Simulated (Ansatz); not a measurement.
Crystal: VWC2.

```
CELL_PARAMETERS angstrom
1.51704 0.87586 4.93389
-1.51704 0.87586 4.93389
0.00000 -1.75173 4.93389
ATOMIC_POSITIONS crystal
W 0.00000 0.00000 0.00000
V 0.50000 0.50000 0.50000
C 0.24649 0.24649 0.24649
C 0.75351 0.75351 0.75351
```

The cell comes from a database or a generator and needn't be the stable form of this composition.

Base run:

```yaml
Program: Ansatz 0.2.0
Functional: PBEsol
Potentials_or_basis: Ansatz PAW
Cutoff: "420 eV (not typed: the program's choice for these potentials)"
k_mesh: 9 × 9 × 9
Occupations: fermi-dirac, width 0.05 eV
Spin: collinear spin, ferromagnetic start
Starting_moments: "[0.0, 2.5, 0.0, 0.0] μB"
Fixed_moment: 2.5 μB
```

Its results: pressure -1.1 GPa; site moments W +0.43; V +1.17; C +0.09 μB; largest force 0.539 eV/Å.

Task: After a change of settings the same cell gave: pressure -6.9 GPa; site moments W +0.21; V +0.83; C +0.03 μB; largest force 0.336 eV/Å. Which change was it?
A. fixed moment from 2.5 μB to 0.5 μB; moments at the start from [0.0, 2.5, 0.0, 0.0] to [0.0, 0.5, 0.0, 0.0]
B. fixed moment from 2.5 μB to 1 μB; moments at the start from [0.0, 2.5, 0.0, 0.0] to [0.0, 1.0, 0.0, 0.0]
C. fixed moment from 2.5 μB to 1.5 μB; moments at the start from [0.0, 2.5, 0.0, 0.0] to [0.0, 1.5, 0.0, 0.0]
D. fixed moment from 2.5 μB to 3 μB; moments at the start from [0.0, 2.5, 0.0, 0.0] to [0.0, 3.0, 0.0, 0.0]

Result: C.

Caveats: the total moment is fixed, so each spin has its own Fermi level; the PAW data sets come from PBE, with cores solved anew for the run's functional, which leaves a small shift of forces and pressure; the thresholds are loose for stress.
